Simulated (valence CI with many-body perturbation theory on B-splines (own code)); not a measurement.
# Ce: the cost of one run

The numbers are computed with an in-house CI+MBPT code version 3 (configuration interaction of the valence electrons, many-body perturbation theory for a frozen closed Dirac-Fock core, no-pair Dirac Hamiltonian, B-spline basis), except any that are marked as measured or tabulated.

### 1 The atom as given

- element: cerium (Z = 58, A = 140)
- charge: +19
- frozen core: [Kr]
- start configuration of the valence electrons: 4d3
- nuclear rms radius: 4.8771 fm

### 2 The calculation

The run's settings:

```ini
atom Ce  Z=58  mass_number=140  rms_radius_fm=4.8771
core [Kr]
valence 4d3
avg = 1
basis = L
breit = 1
cap = 40000
capref = 1200
cscale = 1
de = 0.0
dress = 0
eps = 2e-08
h = 0.27
hh = 1
l2 = 3
lcore = 6
maxit = 60
n2 = 5
natural = 1
nlev = 60
nno = [6, 6, 7, 6, 4, 3, 1]
nroot = 26
nsp = [3, 3, 3, 2, 1, 0, 0]
pt2 = 1
qed = 1
rpa = 1
s1 = 1
s2 = 1
s3 = 1
screen = 1
tol = 2e-05
```

On the command line:

```bash
$ python run_cv.py task.json out
```

task.json holds these settings.

Q: Estimate wall time and peak memory on 1 thread of Intel Xeon Platinum 8488C (Sapphire Rapids), shared host.

About 64 s, with a peak of 0.6 GiB.
